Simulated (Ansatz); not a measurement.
Working through harmonic frequencies at the relaxed geometry of AlBClH5OSi, SMILES O[B]([SiH3])[AlH][Cl]

With the Python package of Ansatz (0.2.0).

The cells in order, each with its output:

In [1]:
```python
import itertools
import warnings

import ansatz as az
from ase import Atoms
from ase.data import atomic_numbers, covalent_radii
from ase.thermochemistry import IdealGasThermo
import numpy as np

warnings.simplefilter("ignore", az.DeckWarning)
```

In [2]:
```python
albclh5osi = (
    az.Crystal.molecule()
    .atom("O", (-1.9342, -0.489, 0.4227))
    .atom("B", (-0.5628, -0.2236, 0.1761))
    .atom("Si", (0.0186, 0.4641, -1.5463))
    .atom("Al", (0.8892, -0.6363, 1.6535))
    .atom("Cl", (2.9707, -0.3198, 1.2701))
    .atom("H", (-2.3131, 0.4283, 0.7814))
    .atom("H", (-1.0774, 0.681, -2.4116))
    .atom("H", (1.0061, -0.4935, -2.1519))
    .atom("H", (0.7619, 1.7516, -1.2799))
    .atom("H", (0.324, -1.2139, 3.089))
)
```

In [3]:
```python
setup = albclh5osi.calculation()
setup = setup.basis(gaussian="6-31G*").functional("HF")
symbols = [site.symbol for site in albclh5osi.cartesian_sites]
start = np.array([site.position_ang for site in albclh5osi.cartesian_sites], dtype=float)
def progress(event):
    if event["event"] == "relax_step":
        row = event["data"]
        print(f"step {row['step']:3d}  E = {row['lagrangian_ev']:.6f} eV  largest force component {row['allowed_force_max_ev_ang']:.4f} eV/A")


data = setup.relax(force_tolerance=0.003).session().plan().execute(on_event=progress).report
end = np.array(data["positions_ang"])
```
```text
step   1  E = -29736.293674 eV  largest force component 4.0216 eV/A
step   2  E = -29736.872716 eV  largest force component 1.9063 eV/A
step   3  E = -29737.088949 eV  largest force component 1.7666 eV/A
step   4  E = -29737.222494 eV  largest force component 3.4278 eV/A
step   5  E = -29737.491748 eV  largest force component 1.4407 eV/A
step   6  E = -29737.534515 eV  largest force component 2.6429 eV/A
step   7  E = -29737.636040 eV  largest force component 0.7274 eV/A
step   8  E = -29737.620281 eV  largest force component 0.7223 eV/A
step   9  E = -29737.673199 eV  largest force component 0.1118 eV/A
step  10  E = -29737.677992 eV  largest force component 0.1103 eV/A
[... 34 cycles left out ...]
step  45  E = -29737.689977 eV  largest force component 0.0580 eV/A
step  46  E = -29737.690161 eV  largest force component 0.0376 eV/A
step  47  E = -29737.690259 eV  largest force component 0.0336 eV/A
step  48  E = -29737.690363 eV  largest force component 0.0206 eV/A
step  49  E = -29737.690421 eV  largest force component 0.0165 eV/A
step  50  E = -29737.690466 eV  largest force component 0.0154 eV/A
step  51  E = -29737.690505 eV  largest force component 0.0132 eV/A
step  52  E = -29737.690516 eV  largest force component 0.0051 eV/A
step  53  E = -29737.690522 eV  largest force component 0.0035 eV/A
step  54  E = -29737.690524 eV  largest force component 0.0020 eV/A
```

In [4]:
```python
# pairs closer than 1.2 times the sum of covalent radii, before or after
radius = [covalent_radii[atomic_numbers[s]] for s in symbols]
span = lambda where, i, j: np.linalg.norm(where[i] - where[j])
bonded = [(i, j) for i, j in itertools.combinations(range(len(symbols)), 2) if min(span(start, i, j), span(end, i, j)) < 1.2 * (radius[i] + radius[j])]
print("pair        before    after (A)")
for i, j in bonded:
    print(f"{symbols[i]}{i}-{symbols[j]}{j}".ljust(10), f"{span(start, i, j):8.4f} {span(end, i, j):8.4f}")

# frequencies need a stationary point, so they are taken at the relaxed geometry
minimum = az.Crystal.molecule()
for symbol, place in zip(symbols, end):
    minimum = minimum.atom(symbol, place.tolist())
vibrating = (
    minimum.calculation()
    .basis(gaussian="6-31G*")
    .functional("HF")
    .phonons(temperatures=(298.15, 498.15, 100))
)
vib = vibrating.run(threads=1).report["vibrations"]
sums = vib["harmonic_sums"]
modes = [m["omega_inv_cm"] for m in sums["modes_at_gamma"] if m["rigid_motion"] == "no"]
for number, w in enumerate(modes, start=1):
    print(f"mode {number:2d} {w:9.1f} 1/cm {w / 8065.544 * 1000:8.2f} meV")
print("imaginary modes:", sum(w < 0 for w in modes), " zero-point energy:", round(sums["zero_point_energy_ev"], 4), "eV")
# rigid rotor and ideal gas, symmetry number taken as one
gas = IdealGasThermo(vib_energies=[w / 8065.544 for w in modes if w > 0], geometry="linear" if len(modes) == 3 * len(symbols) - 5 else "nonlinear",
                     atoms=Atoms(symbols, positions=end), symmetrynumber=1, spin=0.0)
print(f"H(298 K) - E = {gas.get_enthalpy(298.15, verbose=False):.4f} eV")
print(f"S(298 K, 1 bar) = {96485.33 * gas.get_entropy(298.15, 1e5, verbose=False):.1f} J/(mol K) with symmetry number 1")
```
```text
pair        before    after (A)
O0-B1        1.4184   1.3549
O0-H5        1.0553   0.9489
B1-Si2       1.9436   2.0651
B1-Al3       2.1122   2.1728
Si2-H6       1.4132   1.4854
Si2-H7       1.5030   1.4815
Si2-H8       1.5103   1.4793
Al3-Cl4      2.1400   2.1299
Al3-H9       1.6473   1.5812
mode  1      18.9 1/cm     2.35 meV
mode  2      71.9 1/cm     8.92 meV
mode  3      87.0 1/cm    10.79 meV
mode  4     132.5 1/cm    16.42 meV
mode  5     232.7 1/cm    28.86 meV
mode  6     324.6 1/cm    40.25 meV
mode  7     378.3 1/cm    46.90 meV
mode  8     454.7 1/cm    56.38 meV
mode  9     523.7 1/cm    64.93 meV
mode 10     595.0 1/cm    73.78 meV
mode 11     606.6 1/cm    75.20 meV
mode 12     709.5 1/cm    87.96 meV
mode 13     729.0 1/cm    90.39 meV
mode 14     801.3 1/cm    99.34 meV
mode 15     999.0 1/cm   123.87 meV
mode 16    1028.8 1/cm   127.55 meV
mode 17    1029.6 1/cm   127.65 meV
mode 18    1216.6 1/cm   150.84 meV
mode 19    1361.8 1/cm   168.84 meV
mode 20    2033.6 1/cm   252.13 meV
mode 21    2321.4 1/cm   287.82 meV
mode 22    2345.2 1/cm   290.77 meV
mode 23    2359.6 1/cm   292.55 meV
mode 24    4076.0 1/cm   505.36 meV
imaginary modes: 0  zero-point energy: 1.5149 eV
H(298 K) - E = 1.7690 eV
S(298 K, 1 bar) = 395.2 J/(mol K) with symmetry number 1
```

Total energies depend on the basis set; only differences at equal settings carry meaning. The frequencies are harmonic and unscaled, in a modest basis. The entropy takes a symmetry number of 1; a symmetric molecule's is lower by R ln(sigma). Finished in 8.7 min on 1 thread of Arm Neoverse N1 (shared host), peak memory 0.32 GiB.
